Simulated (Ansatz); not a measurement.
Write a Python script for Ansatz's Python interface that makes a convergence test of the plane-wave cutoff of GePbO₃, space group Pm-3m. Settings (first run): PBEsol, PAW, cutoff 250 eV, 5×5×5 k-points, Fermi-Dirac smearing of 0.01 eV. The script varies cutoff (eV): 250, 350, 450, 550, 650.

```
CELL_PARAMETERS angstrom
3.88844 0.00000 0.00000
0.00000 3.88844 0.00000
0.00000 0.00000 3.88844
ATOMIC_POSITIONS crystal
Ge 0.50000 0.50000 0.50000
Pb 0.00000 0.00000 0.00000
O 0.00000 0.50000 0.50000
O 0.50000 0.50000 0.00000
O 0.50000 0.00000 0.50000
```

`gepbo3_ecut.py`:
```python
"""Cutoff test for GePbO3."""

import warnings

import ansatz as az
import pandas as pd

warnings.simplefilter("ignore", az.DeckWarning)

system = (
    az.Lattice.of([3.888437, 0.0, 0.0], [0.0, 3.888437, 0.0], [0.0, 0.0, 3.888437])
    .atom("Ge", [0.5, 0.5, 0.5])
    .atom("Pb", [0.0, 0.0, 0.0])
    .atom("O", [0.0, 0.5, 0.5])
    .atom("O", [0.5, 0.5, 0.0])
    .atom("O", [0.5, 0.0, 0.5])
)

base = (
    system.calculation()
    .functional("PBEsol")
    .kpoints(density=2.8)
    .occupations(az.OccupationsMethod.FERMI_DIRAC, width=0.01)
    .band_table()
)

rows = []
for value in [250, 350, 450, 550, 650]:
    rep = base.basis(value).run().report
    rows.append((value, rep["free_energy_ev"] / len(rep["lattice"]["sites"]), rep["n_iterations"], rep["gap_by_band_count_ev"], rep["n_pw"]))

table = pd.DataFrame(rows, columns=["cutoff (eV)", "F/atom (eV)", "iterations", "gap by band count (eV)", "plane waves"])
print(table.round(5).to_string(index=False))

# the last row is the reference
for row in rows[:-1]:
    shift = 1000 * (row[1] - rows[-1][1])
    print(f"{row[0]}: {shift:+.2f} meV/atom" + ("  (within 1 meV)" if abs(shift) < 1 else ""))
```

Running `python gepbo3_ecut.py` prints:
```text
 cutoff (eV)  F/atom (eV)  iterations  gap by band count (eV)  plane waves
         250  -3536.67018           7                -0.51923          515
         350  -3537.99956           7                -0.34791          895
         450  -3538.06064           7                -0.33755         1309
         550  -3538.06180           7                -0.33693         1743
         650  -3538.06210           7                -0.33698         2205
250: +1391.92 meV/atom
350: +62.54 meV/atom
450: +1.46 meV/atom
550: +0.30 meV/atom  (within 1 meV)
```

From 550 eV on it stays within 1 meV an atom of the value at 650 eV; the first row (250 eV) is off by 1391.9 meV and the last but one by 0.30 meV. The energy falls steadily, as expected when plane waves are added.

Reading the output:
- For a metal this k-point mesh is coarse: on a finer one energies can move by several to tens of meV an atom and pressures by half a GPa or more, differences at one mesh by less.
- A gap by band count of zero or less means overlapping bands, a metal.
- This cell is a computed structure, which may not be the phase found in nature.
- Gaps and levels are Kohn-Sham values on a finite set of k-points, without spin-orbit coupling.
- Shifts are counted from the last row, which is itself no proven limit.
- The script silences the warnings on its input, which a real study should read.
- Cost: roughly 6 core-seconds.

(Lines on the test bed's own set-up are left out of the output.)
